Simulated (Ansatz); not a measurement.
What does this script print? It uses Ansatz's Python interface.

Script `gw.py`:
```python
# -*- coding: utf-8 -*-
"""Quasiparticle gap of SnSe by G0W0."""

import warnings

import ansatz as az
import numpy as np

config = {
    "ecut": 510,
    "smearing": "fixed",
}

warnings.simplefilter("ignore", az.DeckWarning)

vectors = np.array([
    [0.0, 3.01, 3.01],
    [3.01, 0.0, 3.01],
    [3.01, 3.01, 0.0],
])
snse = (
    az.Lattice.of(vectors)
    .atom("Sn", (0.0, 0.0, 0.0))
    .atom("Se", (0.5, 0.5, 0.5))
)

job = (
    snse.calculation()
    .functional(az.Functional.LDA)
    .basis(config["ecut"])
    .kpoints(4)
    .occupations(config["smearing"])
    .gw(empty_bands=60, screening_cutoff=100, quasiparticle_bands=("v2", "c2"))
)
events = []
res = job.session().plan().execute(on_event=events.append, runs_dir="gw_run")
gw = next(e["data"] for e in events if e["event"] == "gw_qp")
top = gw["frontier_bands"]["highest_filled_band"]
print(" k band    E_KS   Sigma_x  Sigma_c     Vxc      Z    E_QP (eV)")
for qp in gw["qp"]:
    print(f"{qp['ik']:2d} {qp['band']:4d} {qp['eps_ks_ev']:7.3f} {qp['sigma_x_ev']:9.3f} {qp['sigma_c_at_ks_ev']:8.3f} {qp['vxc_ev']:8.3f} {qp['z']:6.3f} {qp['e_qp_ev']:8.3f}")
for key, label in (("eps_ks_ev", "Kohn-Sham"), ("e_qp_ev", "G0W0")):
    filled = max(qp[key] for qp in gw["qp"] if qp["band"] <= top)
    empty = min(qp[key] for qp in gw["qp"] if qp["band"] > top)
    print(f"{label} gap on the mesh: {empty - filled:.3f} eV")
print("static dielectric eigenvalues (RPA, this mesh):", [round(e, 3) for e in gw["screening"][0]["eps_tensor_eigenvalues"]])
```

```console
$ python gw.py
RunWarning: The pass of gw summed this state as an insulator, by the gap at the k-points of its mesh. Between them the highest filled and the lowest empty band overlap, or are closer than 0.001 eV or [...]
 k band    E_KS   Sigma_x  Sigma_c     Vxc      Z    E_QP (eV)
 0   14   6.529   -16.753    2.298  -14.545  0.764    6.598
 0   15   6.529   -16.753    2.298  -14.545  0.764    6.598
 0   16  12.939    -8.278   -4.685  -13.764  0.773   13.550
 0   17  12.939    -8.278   -4.685  -13.764  0.773   13.550
 1   14   6.619   -16.748    2.210  -14.619  0.766    6.681
 1   15   7.667   -15.338    0.881  -14.822  0.777    7.951
 1   16  10.781    -9.205   -3.501  -13.332  0.784   11.270
 1   17  11.105    -8.394   -3.830  -12.797  0.783   11.552
 2   14   6.784   -16.993    2.204  -14.866  0.766    6.843
 2   15   8.623   -10.906   -0.582  -11.828  0.790    8.893
 2   16   9.208   -13.333   -2.084  -16.081  0.780    9.724
 2   17   9.921    -8.287   -3.465  -12.232  0.788   10.298
 3   14   5.732   -16.257    2.494  -13.760  0.761    5.729
 3   15   6.993   -15.217    1.316  -14.099  0.775    7.148
 3   16  10.756   -10.183   -3.379  -14.266  0.781   11.304
 3   17  12.651    -4.925   -4.276   -9.312  0.793   12.739
 4   14   5.727   -16.132    2.418  -13.699  0.762    5.716
 4   15   6.511   -15.133    1.451  -13.868  0.773    6.656
 4   16  11.356    -9.300   -3.667  -13.617  0.781   11.861
 4   17  11.927    -9.156   -3.980  -13.832  0.777   12.466
 5   14   6.649   -16.657    2.157  -14.563  0.767    6.696
 5   15   8.052   -14.540    0.595  -14.288  0.781    8.321
 5   16   9.833   -10.279   -3.018  -13.915  0.784   10.317
 5   17  10.405    -8.887   -3.512  -12.966  0.785   10.849
 6   14   5.084   -16.048    2.722  -13.262  0.757    5.036
 6   15   5.084   -16.048    2.722  -13.262  0.757    5.036
 6   16  11.736    -5.108   -4.076   -9.256  0.795   11.794
 6   17  13.958    -9.323   -4.855  -15.134  0.757   14.675
 7   14   4.015   -15.630    3.115  -12.354  0.750    3.894
 7   15   7.879   -16.733    1.400  -15.650  0.773    8.124
 7   16  10.137    -8.609   -3.535  -12.721  0.787   10.589
 7   17  13.418    -8.259   -4.477  -13.399  0.769   13.925
Kohn-Sham gap on the mesh: 0.585 eV
G0W0 gap on the mesh: 0.832 eV
static dielectric eigenvalues (RPA, this mesh): [27.145, 27.145, 27.145]
```
(Warnings from the package without file and line, shortened.)

Caveats:
- Absolute energies stand on the zero of these potentials, so only differences at equal settings mean something. A total without «per atom» is that of the cell as typed.
- Energy and stress may still move on a finer k-point mesh.
- The starting cell is as deposited in a crystallographic database; the results hold for this polymorph, which needn't be the stable one.
- Mesh, empty bands and screening cutoff are small, so the quasiparticle gap isn't converged, and it is read on the mesh points alone. Spin-orbit coupling is left out, which matters for heavy elements.
- The script silences the warnings on its input, which a real study should read.
- Hardware and time: 12 s on 1 thread of Intel(R) Xeon(R) Processor @ 2.30GHz (shared host), peak memory 0.55 GiB.
